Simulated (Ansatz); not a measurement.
# GeF₂ (triplet): the correlation ladder at a displaced geometry (v1), cc-pVDZ

The task here is to estimate one member of a computed series from the others.

Computed with Ansatz 0.2.0, Gaussian basis. Level: cc-pVDZ, core rule «outside noble gas», up to 16 orbitals frozen.

To be run: UHF; CCSD(T) on ROHF; CCSD(T) on UHF; BCCD(T) on ROHF; CISD as a restricted active space (open shells left free, so some higher excitations enter); CCSDT(Q) on ROHF; CCSDT(Q) on UHF; CASSCF and MRCISD+Q, 14 electrons in 10 orbitals; CASSCF and NEVPT2, 14 electrons in 10 orbitals.

28 further runs of the same task are left out: 5 for a known fault of the program, 7 that didn't finish, 16 set aside as unsound or not needed. Runs told in other sessions of the task aren't counted.

**The system**

The geometry is a PBE0/def2-TZVP stationary point (not a proven minimum) with its atoms shifted at random (size 0.040 Å). No spin-orbit coupling is included. The filled d shell of Ge may be among the frozen orbitals whatever the setting's name suggests.

3 atoms, charge 0, spin multiplicity 3.

Atoms are counted from 1 here; the program's logs count them from 0.

Bond lengths: Ge1–F2 1.739 Å, Ge1–F3 1.719 Å. Angles: F2–Ge1–F3 112.3°.

The first run:

File in.yaml:

```yaml
crystal:
  periodic: [false, false, false]
  atoms:
    - {symbol: Ge, position_ang: [-0.007950, -0.330531, 0.011148]}
    - {symbol: F, position_ang: [-0.008783, 0.602234, -1.456254]}
    - {symbol: F, position_ang: [0.039181, 0.661544, 1.413631]}
basis:
  gaussian: {orbitals: cc-pVDZ}
magnetization: {spin_polarized: true, initial_magnetization: 2}
hamiltonian: {xc: hf}
output: {orbitals: {seedname: orbitals}}
```

Launch:

```bash
> ansatz run in.yaml --threads 1 --pin off --events-out ev --progress --plain --max-ram 2393MiB
```

Steps of the session up to this table: UHF; CCSD(T) on ROHF; CCSD(T) on UHF; BCCD(T) on ROHF; CISD as a restricted active space (open shells left free, so some higher excitations enter); CCSDT(Q) on ROHF; CCSDT(Q) on UHF; CASSCF and MRCISD+Q, 14 electrons in 10 orbitals; CASSCF and NEVPT2, 14 electrons in 10 orbitals.

One table of the session follows, with a row left open; its other results are not shown here.

```
          method  from UCCSDT(Q) (meV)
            ROHF              +12288.9
             UHF                     ?
            RMP2                +456.1
            UMP2                +441.4
           RCCSD                +290.6
           UCCSD                +276.9
        RCCSD(T)                 +64.7
        UCCSD(T)                 +53.0
         BCCD(T)                 +58.1
          RCCSDT                 +44.6
          UCCSDT                 +33.0
       RCCSDT(Q)                 +17.0
       UCCSDT(Q)                     0
  CASSCF valence              +10845.3
  NEVPT2 valence               +1027.8
  MRCISD valence                +939.3
MRCISD+Q valence                +189.7
```

**Question.** Estimate the row for UHF.

The run gave: from UCCSDT(Q) (meV): +12217.7. In the column «from UCCSDT(Q) (meV)» it lies between CASSCF valence (+10845.3) and ROHF (+12288.9).

Not comparable, so not listed: CISD as a restricted active space (open shells left free, so some higher excitations enter) (they don't share determinant, frozen orbitals or solution with the rows shown, or repeat one).

Limits of these values: Restricted and unrestricted rows rest on different reference determinants; a gap between their highest levels can come from leftover correlation error, from unlike frozen cores or from another state.
